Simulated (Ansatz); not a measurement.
**Al₂F₂H₆N₂: up Jacob's ladder to CCSD(T)**

An exercise on one series of results from a longer session: the logs are not shown, and one member is left open.

The runs use Ansatz 0.2.0, Gaussian basis; functionals in def2-TZVPP, the program's frozen cores in correlated methods.

The runs, in order: LDA (SPW92), PBE-D4, revPBE-D4, BLYP-D4, r2SCAN-D4, B97M-V, PBE0-D4, B3LYP-D4, r2SCANh-D4, r2SCAN0-D4, HSE06-D4, BHLYP-D4, CAM-B3LYP-D4, LC-ωPBE, ωB97X-V, ωB97M-V, B2PLYP, PBE-QIDH; CCSD(T)/def2-SVP; CCSD(T)/def2-TZVPP; MP2/def2-QZVPP; extrapolation to the limit; RPA on PBE.

## The geometry

The geometry comes from an earlier relaxation with PBE0-D4 in a triple-zeta def2 set; it is a stationary point, not always the lowest conformer.

SMILES `[F][Al@H-]1[NH2+][Al@H-]([F])[NH2+]1`, 12 atoms, charge 0, spin multiplicity 1.

Atoms are counted from 1 here; the program's logs count them from 0.

Bond lengths: F1–Al2 1.666 Å, Al2–N3 1.943 Å, Al2–N6 1.943 Å, Al2–H7 1.579 Å, N3–Al4 1.943 Å, N3–H8 1.015 Å, N3–H9 1.015 Å, Al4–F5 1.666 Å, Al4–N6 1.943 Å, Al4–H10 1.579 Å, N6–H11 1.015 Å, N6–H12 1.015 Å. Angles: F1–Al2–N3 106.4°, F1–Al2–N6 106.4°, F1–Al2–H7 121.2°, N3–Al2–N6 88.1°, N3–Al2–H7 114.8°, N6–Al2–H7 114.8°, Al2–N3–Al4 91.9°, Al2–N3–H8 115.7°, Al2–N3–H9 113.2°, Al4–N3–H8 113.2°, Al4–N3–H9 115.7°, H8–N3–H9 106.9°, N3–Al4–F5 106.3°, N3–Al4–N6 88.1°, N3–Al4–H10 114.8°, F5–Al4–N6 106.3°, F5–Al4–H10 121.2°, N6–Al4–H10 114.8° and more.

Set-up of the first run:

File in.yaml:

```yaml
crystal:
  periodic: [false, false, false]
  atoms:
    - {symbol: F, position_ang: [1.622444, -1.959195, 0.272464]}
    - {symbol: Al, position_ang: [0.130991, -1.273601, 0.555664]}
    - {symbol: N, position_ang: [0.468442, 0.546940, 1.143225]}
    - {symbol: Al, position_ang: [-0.130700, 1.273614, -0.555716]}
    - {symbol: F, position_ang: [-1.622277, 1.958981, -0.272465]}
    - {symbol: N, position_ang: [-0.468480, -0.546897, -1.143159]}
    - {symbol: H, position_ang: [-0.979172, -2.039462, 1.376450]}
    - {symbol: H, position_ang: [-0.085322, 0.865001, 1.931647]}
    - {symbol: H, position_ang: [1.440827, 0.717888, 1.376988]}
    - {symbol: H, position_ang: [0.979295, 2.039468, -1.376727]}
    - {symbol: H, position_ang: [-1.440988, -0.717689, -1.376588]}
    - {symbol: H, position_ang: [0.084950, -0.865047, -1.931762]}
basis:
  gaussian: {orbitals: def2-TZVPP}
hamiltonian: {xc: lda}
output: {orbitals: {seedname: orbitals}}
```

Started as:

```sh
ansatz run in.yaml --threads 4 --pin off --events-out ev --progress --plain --max-ram 11315MiB
```

Among the steps run: LDA; PBE-D4 (GGA); revPBE-D4 (GGA); BLYP-D4 (GGA); r2SCAN-D4 (meta-GGA); B97M-V (meta-GGA); B3LYP-D4 (hybrid); r2SCANh-D4 (hybrid); r2SCAN0-D4 (hybrid); HSE06-D4 (hybrid); BHLYP-D4 (hybrid); CAM-B3LYP-D4 (range-separated); LC-ωPBE (range-separated); ωB97X-V (range-separated); ωB97M-V (range-separated); B2PLYP (double hybrid); PBE-QIDH (double hybrid).

One table of the session follows, with a row left open; its other results are not shown here.

It belongs to the step «Orbital energies across the functionals». 

```
  functional  HOMO (eV)  gap (eV)
 LDA (SPW92)      -7.06      6.21
      PBE-D4      -6.99      6.33
   revPBE-D4      -6.95      6.39
     BLYP-D4      -6.91      6.31
   r2SCAN-D4      -7.32      7.22
      B97M-V      -7.42      6.96
     PBE0-D4      -8.35      8.46
    B3LYP-D4      -8.16      8.00
  r2SCANh-D4      -7.82      7.95
  r2SCAN0-D4          ?         ?
    HSE06-D4      -7.94      7.69
    BHLYP-D4      -9.66     10.41
CAM-B3LYP-D4      -9.78     10.68
     LC-ωPBE     -11.15     13.23
     ωB97X-V     -10.79     12.70
     ωB97M-V     -10.59     12.07
```

Estimate the missing values for r2SCAN0-D4.

Worked estimate for «HOMO (eV)». Against the share of exact exchange, r2SCAN-D4 (0, -7.32), r2SCANh-D4 (0.1, -7.82) give a slope of -5.00 per unit share; at 0.25 the line stands at -8.57.

As computed: HOMO (eV): -8.57; gap (eV): 9.02. In «HOMO (eV)» the line misses by 0.00.
